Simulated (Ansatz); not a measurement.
# CH5O2Si radical: an energy map over bond length C1–Si2 and dihedral H5–C1–Si2–O3

How does the energy of CH5O2Si, SMILES [CH2][SiH](O)O, spin multiplicity 2 change over two coordinates at once? A grid of runs gives the map.

The runs use Ansatz 0.2.0; UKS PBE0-D4/def2-SVP.

### 1 The system as given

9 atoms, charge 0, spin multiplicity 2.

Atoms are counted from 1 here; the program's logs count them from 0.

Bond lengths: C1–Si2 1.849 Å, C1–H5 1.104 Å, C1–H6 1.104 Å, Si2–O3 1.684 Å, Si2–O4 1.682 Å, Si2–H7 1.502 Å, O3–H8 0.974 Å, O4–H9 0.974 Å. Angles: Si2–C1–H5 122.5°, Si2–C1–H6 122.4°, H5–C1–H6 115.1°, C1–Si2–O3 111.9°, C1–Si2–O4 104.5°, C1–Si2–H7 114.0°, O3–Si2–O4 113.1°, O3–Si2–H7 102.2°, O4–Si2–H7 111.5°, Si2–O3–H8 113.8°, Si2–O4–H9 114.0°.

Coordinates:

```
C    -0.8675    0.2605   -1.1756
Si    0.2419    0.2772    0.3032
O     1.7262   -0.4499   -0.0169
O    -0.6372   -0.5159    1.4978
H    -1.8749   -0.1897   -1.1556
H    -0.5763    0.7151   -2.1385
H     0.6511    1.6533    0.7429
H     1.6524   -1.3170   -0.4547
H    -0.2272   -0.4798    2.3802
```

This geometry comes from a loose relaxation at PBE in a small basis, which is not shown.

### 3 Setting up the map

First coordinate, bond length C1–Si2: 11 values from 1.510 to 2.762 Å. Second coordinate, dihedral H5–C1–Si2–O3: 10 values from −180 to 144 °, periodic.

Nothing else is relaxed (all other coordinates rigid). Energies count from the relaxed molecule at the same level. Points are written as (first, second).

(The set-up runs are not shown.)

### 4 Grid point (2.136 Å, −72°)

Contents of input.yaml:

```yaml
crystal:
  periodic: [false, false, false]
  atoms:
    - { symbol: C, position_ang: [-0.86622, 0.258301, -1.172125] }
    - { symbol: Si, position_ang: [0.416753, 0.281988, 0.53548] }
    - { symbol: O, position_ang: [-0.012471, 1.47084, 1.619521] }
    - { symbol: O, position_ang: [1.944495, 0.500953, -0.086003] }
    - { symbol: H, position_ang: [-1.901645, -0.096035, -1.121954] }
    - { symbol: H, position_ang: [-0.548318, 0.628264, -2.153335] }
    - { symbol: H, position_ang: [0.343409, -0.95909, 1.355939] }
    - { symbol: H, position_ang: [-0.146661, 2.346839, 1.244412] }
    - { symbol: H, position_ang: [2.669166, 0.440201, 0.543172] }
magnetization:
  spin_polarized: true
  initial_magnetization: 1
basis:
  gaussian: { orbitals: def2-SVP }
hamiltonian:
  xc: pbe0
  dispersion: d4
output:
  forces: true
```

The run is started by

```sh
$ ansatz run input.yaml --threads 1 --pin off --max-ram 2560MiB --backend cpu --events-out ev --progress --plain --runs-dir out
```

Further runs follow: the other points that were computed.

Q: Predict the outcome of this session. Wanted: lowest point; highest computed point; dipole moment; ⟨S²⟩.

**Answer**, as computed:

| quantity | value |
| --- | --- |
| lowest point | (1.886 Å, 144°), 2.2 kJ/mol |
| highest computed point | (2.762 Å, −144°), 284 kJ/mol above the lowest |
| dipole moment (D) | 0.83 at (1.886 Å, −180°) to 1.92 at (2.762 Å, −36°); 0.83 at the lowest point |
| ⟨S²⟩ (ħ²) | 0.753 at (1.510 Å, −144°) to 0.803 at (2.762 Å, 36°); 0.754 at the lowest point |
| time for the whole task | 9.5 min on 1 thread, shared host |

What this shows: The lowest computed point is at (1.886 Å, 144°), 2.2 kJ/mol from the relaxed molecule at the same level; the map holds 2 wells of about this depth. The grid is coarse, so the lowest point of the scanned range may lie between grid points; coordinates that were held can hide deeper minima. The grid shows no other well, apart from its symmetry copies. The highest computed point, (2.762 Å, −144°), lies 284 kJ/mol above the lowest. On the interpolated surface the easiest way out of the lowest well to the well at (1.886 Å, −36°) passes a barrier of about 5.5 kJ/mol. Round the minimum the two coordinates are nearly uncoupled.
